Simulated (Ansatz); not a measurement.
# CH₄BBrO₂: one species, many methods

How much do the methods differ for CH₄BBrO₂? The plan is to run it at one geometry with functionals of several rungs and with coupled cluster. The yardstick is the atomisation energy at the CCSD(T) limit.

Computed with Ansatz 0.2.0, Gaussian basis. Level: functionals in def2-TZVPP, the program's frozen cores in correlated methods.

Levels to be run: PBE-D4, r2SCAN-D4, PBE0-D4, B3LYP-D4, ωB97X-V, ωB97M-V, B2PLYP; CCSD(T)/def2-TZVPP; MP2/def2-QZVPP; extrapolation to the limit.

## (1) The geometry

The geometry comes from an earlier relaxation with PBE0-D4/def2-TZVP; it is a stationary point, not always the lowest conformer.

SMILES `COB(O)Br`, 9 atoms, charge 0, spin multiplicity 1.

Atoms are counted from 1 here; the program's logs count them from 0.

Bond lengths: C1–O2 1.415 Å, C1–H6 1.089 Å, C1–H7 1.092 Å, C1–H8 1.092 Å, O2–B3 1.347 Å, B3–O4 1.351 Å, B3–Br5 1.936 Å, O4–H9 0.963 Å. Angles: O2–C1–H6 107.2°, O2–C1–H7 110.9°, O2–C1–H8 110.9°, H6–C1–H7 109.5°, H6–C1–H8 109.5°, H7–C1–H8 108.9°, C1–O2–B3 124.5°, O2–B3–O4 120.8°, O2–B3–Br5 122.1°, O4–B3–Br5 117.0°, B3–O4–H9 111.7°.

## (2) PBE-D4 (GGA)

Input file in.yaml:

```yaml
crystal:
  periodic: [false, false, false]
  atoms:
    - {symbol: C, position_ang: [0.679470, -1.111605, 0.430493]}
    - {symbol: O, position_ang: [-0.422084, -0.399430, -0.100620]}
    - {symbol: B, position_ang: [-0.439715, 0.931157, -0.311164]}
    - {symbol: O, position_ang: [-1.533279, 1.536548, -0.822519]}
    - {symbol: Br, position_ang: [1.079146, 2.058806, 0.098462]}
    - {symbol: H, position_ang: [0.390336, -2.160599, 0.480691]}
    - {symbol: H, position_ang: [0.928357, -0.754503, 1.431836]}
    - {symbol: H, position_ang: [1.557220, -1.006447, -0.210317]}
    - {symbol: H, position_ang: [-2.239451, 0.906074, -0.996851]}
basis:
  gaussian: {orbitals: def2-TZVPP}
hamiltonian: {xc: pbe, dispersion: d4}
output: {forces: true, orbitals: {seedname: orbitals}}
```

Command:

```
ansatz run in.yaml --threads 2 --pin off --events-out ev --progress --plain --max-ram 32768MiB --backend cpu
```

Further steps of the session: r2SCAN-D4 (meta-GGA); PBE0-D4 (hybrid); B3LYP-D4 (hybrid); ωB97X-V (range-separated); ωB97M-V (range-separated); B2PLYP (double hybrid); CCSD(T) in def2-TZVPP; MP2 in def2-QZVPP.

**Question.** What will the summary of the whole plan be? Wanted: atomisation energy, CCSD(T)/CBS; farthest; mean size of error, hybrid; mean size of error, range-separated; gap, smallest and largest; T1 diagnostic; triples share of the correlation energy.

As calculated:

| quantity | value |
| --- | --- |
| atomisation energy, CCSD(T)/CBS | 37.589 eV |
| functionals within 0.376 eV (1.0 %) | r2SCAN-D4, PBE0-D4, B3LYP-D4, ωB97X-V, ωB97M-V |
| farthest | PBE-D4 (+0.886 eV) |
| mean size of error, hybrid | 0.089 eV |
| mean size of error, range-separated | 0.066 eV |
| gap, smallest and largest | 6.76 eV (PBE-D4), 13.20 eV (ωB97X-V) |
| T1 diagnostic | 0.0105 |
| triples share of the correlation energy | 3.6 % |

**Reading.** PBE-D4 misses by +0.886 eV, or 0.111 eV for each of 8 bonds. Double hybrids carry the basis error of their MP2 part in triple zeta, and no dispersion term here, so their miss is partly the set-up's. The reference freezes the cores and leaves out relativity and excitations past (T), and its outer-core shells are covered unevenly, so misses under about 0.376 eV can't be ranked. All levels share the lack of spin-orbit coupling, which lowers the free heavy atoms and so the true binding. Hartree-Fock recovers 73 % of the binding; the rest is correlation. The gap grows from 6.8 to 13.2 eV across the functionals, mostly with the share of exact exchange. Correlated methods include outer-core shells of Br, which these sets cover unevenly.
